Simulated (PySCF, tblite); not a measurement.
# C₃H₁₅NSi₃: geometry, infrared bands and NMR shifts

Aim: predict the infrared bands and NMR shifts of C₃H₁₅NSi₃ (`CN[SiH]([SiH2]C)[SiH2]C`).

Programs: tblite 0.8.0 and PySCF 2.14.0, with density-fitted response routines of our own. Each step states its level of theory. These are calculated values for one molecule in the gas phase, unless marked as measured. Atoms count from 0, in the outputs and in this text.

## 1. The starting structure

22 atoms, charge 0, multiplicity 1; geometry from: force field or distance geometry start.

Bonds of the start (Å): C0–N1 1.46, N1–Si2 1.79, Si2–Si3 2.22, Si3–C4 1.86, Si2–Si5 2.19, Si5–C6 1.88, C0–H7 1.12, C0–H8 1.11, C0–H9 1.12, N1–H10 1.04, Si2–H11 1.48, Si3–H12 1.49, Si3–H13 1.47, C4–H14 1.11, C4–H15 1.10, C4–H16 1.10, Si5–H17 1.48, Si5–H18 1.48, C6–H19 1.12, C6–H20 1.11, C6–H21 1.10.

## 2. Relaxing the molecule with GFN2-xTB

Job settings and geometry (Å):

```
{"job": {"kind": "relax", "xc": "GFN2-xTB", "basis": "xTB"}, "charge": 0, "multiplicity": 1}
C     -0.735300    -2.796000     0.186100
N     -0.732400    -1.941100    -0.993500
Si    -0.128100    -0.300100    -0.619200
Si    -1.534400     0.896000     0.611900
C     -1.861300     2.521100    -0.240600
Si     1.902400    -0.484100     0.183400
C      2.874200     1.124500     0.106800
H     -1.154300    -2.291300     1.089200
H      0.288300    -3.139600     0.421800
H     -1.356900    -3.708900     0.019500
H     -1.647900    -1.928400    -1.489400
H     -0.032900     0.418300    -1.912600
H     -2.833900     0.171200     0.607700
H     -1.060200     1.143900     1.976700
H     -2.373000     2.312900    -1.203800
H     -0.906900     3.063000    -0.358100
H     -2.585100     3.087400     0.371100
H      1.962500    -1.072300     1.538500
H      2.639900    -1.411400    -0.698100
H      3.274800     1.328700     1.130700
H      3.755700     1.044400    -0.558700
H      2.234500     1.981100    -0.170300
```

Command:

```console
OMP_NUM_THREADS=1 python probes_run.py task.json out
```

The driver reads the jobs from task.json and runs them one after another.

**Question.** This job is followed by: GFN2-xTB harmonic vibrations, gas phase; GIAO PBE0/pcSseg-1 NMR shielding, non-relativistic, gas phase. Predict these results of the whole session: strongest single infrared mode (GFN2-xTB); zero-point energy (GFN2-xTB); 13C shifts against TMS (PBE0/pcSseg-1, means over atoms taken as alike); 1H shifts against TMS (PBE0/pcSseg-1, means over atoms taken as alike); 15N shifts against NH3 (PBE0/pcSseg-1); 29Si shifts against TMS (PBE0/pcSseg-1, means over atoms taken as alike).

**Answer**, as computed:

```
                                                                quantity                                     value
                               strongest single infrared mode (GFN2-xTB)                     2139 cm⁻¹, 715 km/mol
                                            zero-point energy (GFN2-xTB)                            105.3 kcal/mol
 13C shifts against TMS (PBE0/pcSseg-1, means over atoms taken as alike)                           34.7, -10.1 ppm
  1H shifts against TMS (PBE0/pcSseg-1, means over atoms taken as alike)  5.36, 4.19, 4.05, 2.67, -0.01, -0.78 ppm
                                  15N shifts against NH3 (PBE0/pcSseg-1)                                   4.8 ppm
29Si shifts against TMS (PBE0/pcSseg-1, means over atoms taken as alike)                          -39.0, -82.4 ppm
```

**Reading.** Relaxing lowered the energy by 0.747 eV in 233 steps; the close pair that moved most is Si2–Si5, from 2.191 to 2.327 Å. The lowest mode is slightly imaginary (18i cm⁻¹), a soft motion within the noise of the Hessian, so the minimum is not strictly shown. The strongest single mode, at 2139 cm⁻¹, moves mainly H17 and H12. Unscaled tight-binding wavenumbers are off by several per cent, some by more. Its intensities can rank the bands wrongly. At PBE0/pcSseg-1: The widest tensor belongs to Si2: span 162 ppm, with a paramagnetic part of -494 ppm.
